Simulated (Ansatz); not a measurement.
**BF₃H₃P: ionisation energy by level of theory**

How much energy removes an electron from BF₃H₃P at fixed geometry? The cation is run at each level and the neutral's energy taken from earlier runs.

Method: unrestricted cation, the program's frozen cores in correlated methods; program: Ansatz 0.2.0, Gaussian basis.

The runs, in order: UKS PBE-D4/def2-TZVPP; UKS r2SCAN-D4/def2-TZVPP; UKS PBE0-D4/def2-TZVPP; UKS B3LYP-D4/def2-TZVPP; UKS wB97X-V/def2-TZVPP; UKS wB97M-V/def2-TZVPP; UKS B2PLYP/def2-TZVPP; UHF-CCSD(T)/def2-TZVPP; UHF-MP2/def2-QZVPP; extrapolation to the limit; then −ε(HOMO) from the neutral's earlier runs with LDA (SPW92), PBE-D4, revPBE-D4, BLYP-D4, r2SCAN-D4, B97M-V, PBE0-D4, B3LYP-D4, r2SCANh-D4, r2SCAN0-D4, HSE06-D4, BHLYP-D4, CAM-B3LYP-D4, LC-ωPBE, ωB97X-V, ωB97M-V.

### 1 The geometry

An earlier PBE0-D4 in a triple-zeta def2 set relaxation fixed the geometry.

8 atoms, charge 0, spin multiplicity 1.

Atoms are counted from 1 here; the program's logs count them from 0.

Bond lengths: F1–B2 1.318 Å, B2–F3 1.318 Å, B2–F4 1.318 Å, P5–H6 1.416 Å, P5–H7 1.416 Å, P5–H8 1.416 Å. Angles: F1–B2–F3 119.7°, F1–B2–F4 119.7°, F3–B2–F4 119.7°, H6–P5–H7 95.1°, H6–P5–H8 95.1°, H7–P5–H8 95.1°.

### 2 Cation, UKS PBE-D4/def2-TZVPP

Contents of in.yaml:

```yaml
crystal:
  periodic: [false, false, false]
  atoms:
    - {symbol: F, position_ang: [1.162934, -1.376531, 1.305366]}
    - {symbol: B, position_ang: [0.771111, -1.538728, 0.057907]}
    - {symbol: F, position_ang: [-0.346527, -2.188916, -0.195335]}
    - {symbol: F, position_ang: [1.598564, -1.255686, -0.927602]}
    - {symbol: P, position_ang: [-0.526491, 1.077627, -0.052936]}
    - {symbol: H, position_ang: [-1.582420, 1.419753, 0.825626]}
    - {symbol: H, position_ang: [0.199905, 2.275106, 0.152715]}
    - {symbol: H, position_ang: [-1.184875, 1.530174, -1.221539]}
basis:
  gaussian: {orbitals: def2-TZVPP}
total_charge: 1
magnetization: {spin_polarized: true, initial_magnetization: 1}
hamiltonian: {xc: pbe, dispersion: d4}
```

The run is started by

```console
> ansatz run in.yaml --threads 2 --pin off --events-out ev --progress --plain --max-ram 32768MiB --backend cpu
```

After this run come: Cation, UKS r2SCAN-D4/def2-TZVPP; Cation, UKS PBE0-D4/def2-TZVPP; Cation, UKS B3LYP-D4/def2-TZVPP; Cation, UKS wB97X-V/def2-TZVPP; Cation, UKS wB97M-V/def2-TZVPP; Cation, UKS B2PLYP (frozen core)/def2-TZVPP; Cation, UHF-CCSD(T)/def2-TZVPP; Cation, UHF-MP2/def2-QZVPP.

**Question.** What will the summary of the whole plan be? Wanted: ionisation energy, CCSD(T)/CBS; nearest functional by difference; nearest −ε(HOMO); −ε(HOMO) of PBE; T1 of the cation.

As calculated:

| quantity | value |
| --- | --- |
| ionisation energy, CCSD(T)/CBS | 11.05 eV |
| nearest functional by difference | ωB97M-V (-0.10 eV) |
| nearest −ε(HOMO) | LC-ωPBE (+0.06 eV) |
| −ε(HOMO) of PBE | 7.20 eV |
| T1 of the cation | 0.014 |

In words: Energy differences with functionals land within 0.30 eV of the reference. The PBE orbital energy is 3.8 eV too small: a semilocal HOMO is no ionisation energy. Among orbital estimates LC-ωPBE comes nearest. Hartree-Fock falls 1.10 eV short, as the neutral has more correlation energy than the cation.
